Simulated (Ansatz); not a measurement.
NiIr3:

```xyz
4
Lattice="-1.8810 1.8810 3.8014 1.8810 -1.8810 3.8014 1.8810 1.8810 -3.8014" Properties=species:S:1:pos:R:3 pbc="T T T"
Ir    0.0000    0.0000    3.8014
Ir    1.8810    0.0000    1.9007
Ir    0.0000    1.8810    1.9007
Ni    0.0000    0.0000    0.0000
```

The cell comes from a database or a generator and needn't be the stable form of this composition.

Base run:

| Item | Value |
| --- | --- |
| Program | Ansatz 0.2.0 |
| Functional | PBEsol |
| Potentials or basis | all-electron LAPW, scalar-relativistic |
| Cutoff | 275 eV |
| Density cutoff | 1101 eV |
| Basis error allowed | 0.002 eV/atom |
| k mesh | 10 × 10 × 10 |
| Occupations | fermi-dirac, width 0.05 eV |
| Spin | collinear spin, ferromagnetic start |
| Starting moments | [0.6, 0.6, 0.6, 1.0] μB |

Its results: pressure -5.5 GPa; net moment 0.00 μB per cell.

Problem. The run is repeated on the same cell with these changes: functional from PBEsol to LDA. What comes out?

Solution. Pressure -11.6 GPa; net moment 0.00 μB per cell.

LDA binds more tightly than PBEsol, so the same cell stands under less pressure.

Not every run made on this cell is shown here.
